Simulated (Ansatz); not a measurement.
**CH8AlGaSi: one species, many methods**

The task here is to estimate one member of a computed series from the others.

Computed with Ansatz 0.2.0, Gaussian basis. Level: functionals in def2-TZVPP, the program's frozen cores in correlated methods.

Levels to be run: LDA (SPW92), PBE-D4, revPBE-D4, BLYP-D4, r2SCAN-D4, B97M-V, PBE0-D4, B3LYP-D4, r2SCANh-D4, r2SCAN0-D4, HSE06-D4, BHLYP-D4, CAM-B3LYP-D4, LC-ωPBE, ωB97X-V, ωB97M-V, B2PLYP, PBE-QIDH; CCSD(T)/def2-SVP; CCSD(T)/def2-TZVPP; MP2/def2-QZVPP; extrapolation to the limit; RPA on PBE.

## The relaxed structure

The geometry comes from an earlier relaxation with PBE0-D4 in a triple-zeta def2 set; it is a stationary point, not always the lowest conformer.

SMILES `C[SiH2][AlH][GaH2]`, 12 atoms, charge 0, spin multiplicity 1.

Atoms are counted from 1 here; the program's logs count them from 0.

Bond lengths: C1–Si2 1.883 Å, C1–H5 1.092 Å, C1–H6 1.092 Å, C1–H7 1.092 Å, Si2–Al3 2.464 Å, Si2–H8 1.497 Å, Si2–H9 1.496 Å, Al3–Ga4 2.513 Å, Al3–H10 1.599 Å, Ga4–H11 1.581 Å, Ga4–H12 1.581 Å. Angles: Si2–C1–H5 110.9°, Si2–C1–H6 110.8°, Si2–C1–H7 110.7°, H5–C1–H6 108.3°, H5–C1–H7 108.3°, H6–C1–H7 107.8°, C1–Si2–Al3 115.9°, C1–Si2–H8 109.2°, C1–Si2–H9 109.3°, Al3–Si2–H8 108.1°, Al3–Si2–H9 108.6°, H8–Si2–H9 105.3°, Si2–Al3–Ga4 121.4°, Si2–Al3–H10 119.0°, Ga4–Al3–H10 119.6°, Al3–Ga4–H11 122.8°, Al3–Ga4–H12 122.9°, H11–Ga4–H12 114.3°.

Coordinates:

```csv
atom,x (Å),y (Å),z (Å)
C1,-0.0916,2.5675,0.1453
Si2,-0.7412,0.8086,-0.0291
Al3,0.9491,-0.9803,0.0948
Ga4,0.3238,-3.3953,-0.2092
H5,-0.9070,3.2917,0.0843
H6,0.6275,2.7946,-0.6448
H7,0.4131,2.6997,1.1047
H8,-1.7656,0.5540,1.0320
H9,-1.4760,0.6802,-1.3262
H10,2.4732,-0.5896,0.3791
H11,0.3164,-4.1069,-1.6215
H12,-0.1217,-4.3242,0.9905
```

Set-up of the first run:

Input file in.yaml:

```yaml
crystal:
  periodic: [false, false, false]
  atoms:
    - {symbol: C, position_ang: [-0.091583, 2.567502, 0.145272]}
    - {symbol: Si, position_ang: [-0.741201, 0.808567, -0.029082]}
    - {symbol: Al, position_ang: [0.949084, -0.980291, 0.094759]}
    - {symbol: Ga, position_ang: [0.323787, -3.395292, -0.209191]}
    - {symbol: H, position_ang: [-0.907015, 3.291728, 0.084333]}
    - {symbol: H, position_ang: [0.627486, 2.794555, -0.644780]}
    - {symbol: H, position_ang: [0.413116, 2.699696, 1.104720]}
    - {symbol: H, position_ang: [-1.765615, 0.554025, 1.032019]}
    - {symbol: H, position_ang: [-1.475981, 0.680239, -1.326208]}
    - {symbol: H, position_ang: [2.473190, -0.589646, 0.379130]}
    - {symbol: H, position_ang: [0.316411, -4.106863, -1.621452]}
    - {symbol: H, position_ang: [-0.121677, -4.324209, 0.990478]}
basis:
  gaussian: {orbitals: def2-TZVPP}
hamiltonian: {xc: lda}
output: {orbitals: {seedname: orbitals}}
```

Started as:

```
ansatz run in.yaml --threads 4 --pin off --events-out ev --progress --plain --max-ram 10444MiB
```

Among the steps run: LDA; PBE-D4 (GGA); revPBE-D4 (GGA); BLYP-D4 (GGA); r2SCAN-D4 (meta-GGA); B97M-V (meta-GGA); PBE0-D4 (hybrid); B3LYP-D4 (hybrid); r2SCANh-D4 (hybrid); r2SCAN0-D4 (hybrid); HSE06-D4 (hybrid); BHLYP-D4 (hybrid); CAM-B3LYP-D4 (range-separated); LC-ωPBE (range-separated); ωB97X-V (range-separated); ωB97M-V (range-separated); B2PLYP (double hybrid); PBE-QIDH (double hybrid).

One of the session's tables, all rows but one given; the rest of the session is left out.

It belongs to the step «Frontier levels by functional». 

| functional | HOMO (eV) | LUMO (eV) | gap (eV) |
| --- | --- | --- | --- |
| LDA (SPW92) | -5.77 | -3.07 | 2.70 |
| PBE-D4 | -5.68 | -2.88 | 2.79 |
| revPBE-D4 | -5.63 | -2.79 | 2.85 |
| BLYP-D4 | -5.53 | -2.74 | 2.80 |
| r2SCAN-D4 | -5.90 | -2.69 | 3.20 |
| B97M-V | -5.94 | -2.84 | 3.10 |
| PBE0-D4 | -6.64 | -2.16 | 4.48 |
| B3LYP-D4 | -6.46 | -2.32 | 4.14 |
| r2SCANh-D4 | -6.25 | -2.44 | 3.80 |
| r2SCAN0-D4 | -6.77 | -2.07 | 4.71 |
| HSE06-D4 | ? | ? | ? |
| BHLYP-D4 | -7.49 | -1.36 | 6.13 |
| CAM-B3LYP-D4 | -7.82 | -1.18 | 6.64 |
| LC-ωPBE | -9.06 | -0.16 | 8.91 |
| ωB97X-V | -8.76 | -0.27 | 8.49 |
| ωB97M-V | -8.53 | -0.53 | 8.00 |

Q: Estimate the row for HSE06-D4 from the others.

The run gave: HOMO (eV): -6.25; LUMO (eV): -2.53; gap (eV): 3.72.
